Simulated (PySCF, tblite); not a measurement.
# C₆H₉FS: geometry, infrared bands and NMR shifts

What infrared bands and NMR shifts should C₆H₉FS (`FC[C@H]1CCC(=S)C1`) show?

Programs: tblite 0.8.0 and PySCF 2.14.0, with density-fitted response routines of our own. Each step states its level of theory. These are calculated values for one molecule in the gas phase, unless marked as measured. Atoms are numbered from 0 throughout.

## 1. Starting geometry

17 atoms, charge 0, multiplicity 1; geometry from: force field or distance geometry start.

Bonds of the start (Å): F0–C1 1.35, C1–C2 1.51, C2–C3 1.55, C3–C4 1.53, C4–C5 1.50, C5–S6 1.66, C5–C7 1.51, C7–C2 1.53, C1–H8 1.09, C1–H9 1.11, C2–H10 1.09, C3–H11 1.09, C3–H12 1.08, C4–H13 1.09, C4–H14 1.10, C7–H15 1.10, C7–H16 1.10.

## 2. Relaxing the molecule with GFN2-xTB

Job settings and geometry (Å):

```
{"job": {"kind": "relax", "xc": "GFN2-xTB", "basis": "xTB"}, "charge": 0, "multiplicity": 1}
F      1.915900    -0.564600    -1.663200
C      2.038100    -0.092200    -0.402400
C      0.679400     0.083900     0.232900
C     -0.217800     1.065900    -0.566000
C     -1.627900     0.792800    -0.030500
C     -1.555800    -0.673000     0.284700
S     -2.883400    -1.600000     0.643500
C     -0.138600    -1.204800     0.269200
H      2.593900     0.847000    -0.436800
H      2.635300    -0.822600     0.173600
H      0.786300     0.463700     1.252300
H      0.077000     2.098300    -0.409400
H     -0.177000     0.845600    -1.622600
H     -1.818300     1.360500     0.875700
H     -2.392100     1.029000    -0.786300
H      0.082100    -1.807100     1.163200
H     -0.004000    -1.810400    -0.634800
```

On the command line:

```console
OMP_NUM_THREADS=1 python probes_run.py task.json out
```

This one command runs all jobs of the session in turn.

**Question.** This job is followed by: GFN2-xTB harmonic vibrations, gas phase; GIAO PBE0/pcSseg-1 NMR shielding, non-relativistic, gas phase. What will the session give for the following? strongest single infrared mode (GFN2-xTB); zero-point energy (GFN2-xTB); 13C shifts against TMS (PBE0/pcSseg-1); 1H shifts against TMS (PBE0/pcSseg-1); 19F shifts against CFCl3 (PBE0/pcSseg-1); 33S shifts against CS2 (PBE0/pcSseg-1).

As calculated:

| quantity | value |
| --- | --- |
| strongest single infrared mode (GFN2-xTB) | 2955 cm⁻¹, 51 km/mol |
| zero-point energy (GFN2-xTB) | 85.9 kcal/mol |
| 13C shifts against TMS (PBE0/pcSseg-1) | 285.2, 84.4, 56.7, 55.5, 46.5, 30.8 ppm |
| 1H shifts against TMS (PBE0/pcSseg-1) | 4.86, 4.83, 3.25, 3.23, 3.06, 3.00, 2.40, 2.23, 1.99 ppm |
| 19F shifts against CFCl3 (PBE0/pcSseg-1) | -269.5 ppm |
| 33S shifts against CS2 (PBE0/pcSseg-1) | 922 ppm |

**Reading.** The optimisation took 40 steps and gained 0.124 eV; among the close pairs (by a distance rule), C5–S6 changed most, from 1.658 to 1.618 Å. All 45 modes are real, so the xTB geometry is a minimum. The strongest single mode, at 2955 cm⁻¹, moves mainly H8 and H9. GFN2-xTB is a fitted tight-binding method: band positions and strengths are rough. Its intensities can rank the bands wrongly. C5 (thiocarbonyl carbon) lies farthest downfield among carbon, at 285.2 ppm; the small n→π* gap of C=S deshields it strongly. At PBE0/pcSseg-1: The widest tensor belongs to S6: span 2335 ppm, with a paramagnetic part of -1473 ppm.
